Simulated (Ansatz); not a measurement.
# CH₅ClOSi: basis-set convergence

How large a basis does CH₅ClOSi need? Two functionals are run in growing sets.

Program: Ansatz 0.2.0, Gaussian basis. Level of theory: one geometry, several basis sets. These are calculated values, not measurements.

The runs, in order: PBE0-D4/def2-SVP; ωB97M-V/def2-SVP; PBE0-D4/def2-QZVPP; ωB97M-V/def2-QZVPP; the functionals' def2-TZVPP values are taken from earlier runs.

## Step 1: The geometry

An earlier PBE0-D4 in a triple-zeta def2 set relaxation fixed the geometry.

SMILES `O[SiH2]CCl`, 9 atoms, charge 0, spin multiplicity 1.

Atoms are counted from 1 here; the program's logs count them from 0.

Bond lengths: O1–Si2 1.642 Å, O1–H5 0.960 Å, Si2–C3 1.881 Å, Si2–H6 1.483 Å, Si2–H7 1.486 Å, C3–Cl4 1.793 Å, C3–H8 1.090 Å, C3–H9 1.091 Å. Angles: Si2–O1–H5 116.1°, O1–Si2–C3 110.3°, O1–Si2–H6 106.4°, O1–Si2–H7 112.3°, C3–Si2–H6 109.9°, C3–Si2–H7 107.4°, H6–Si2–H7 110.6°, Si2–C3–Cl4 107.6°, Si2–C3–H8 112.6°, Si2–C3–H9 112.9°, Cl4–C3–H8 107.2°, Cl4–C3–H9 107.5°, H8–C3–H9 108.8°.

## Step 2: PBE0-D4 in def2-SVP

File in.yaml:

```yaml
crystal:
  periodic: [false, false, false]
  atoms:
    - {symbol: O, position_ang: [-0.106661, 0.958242, -1.577483]}
    - {symbol: Si, position_ang: [0.729991, 0.089212, -0.464072]}
    - {symbol: C, position_ang: [-0.328944, -0.207234, 1.062596]}
    - {symbol: Cl, position_ang: [-1.836749, -1.016281, 0.528185]}
    - {symbol: H, position_ang: [-0.963401, 0.607429, -1.830644]}
    - {symbol: H, position_ang: [1.916183, 0.903210, -0.104222]}
    - {symbol: H, position_ang: [1.144927, -1.240707, -0.981629]}
    - {symbol: H, position_ang: [-0.618852, 0.719750, 1.558136]}
    - {symbol: H, position_ang: [0.152008, -0.860020, 1.792132]}
basis:
  gaussian: {orbitals: def2-SVP}
hamiltonian: {xc: pbe0, dispersion: d4}
output: {orbitals: {seedname: orbitals}}
```

The run is started by

```bash
ansatz run in.yaml --threads 2 --pin off --events-out ev --progress --plain --max-ram 4352MiB
```

The runs that follow: ωB97M-V in def2-SVP; PBE0-D4 in def2-QZVPP; ωB97M-V in def2-QZVPP.

**Question.** What will the summary of the whole plan be? Wanted: PBE0-D4: double and triple zeta above quadruple; ωB97M-V: double and triple zeta above quadruple.

**Answer**, as computed:

| quantity | value |
| --- | --- |
| PBE0-D4: double and triple zeta above quadruple | 11.98, 0.84 eV |
| ωB97M-V: double and triple zeta above quadruple | 12.04, 0.79 eV |

For PBE0-D4 the step from double to triple zeta gains 11.15 eV and the next only 0.84 eV. These are total energies; as a rule much of such shifts cancels in differences, which this series doesn't test. The LUMO of ωB97M-V is positive and keeps falling with the basis (2.59 to 1.36 eV): an unbound level that the basis holds in place.
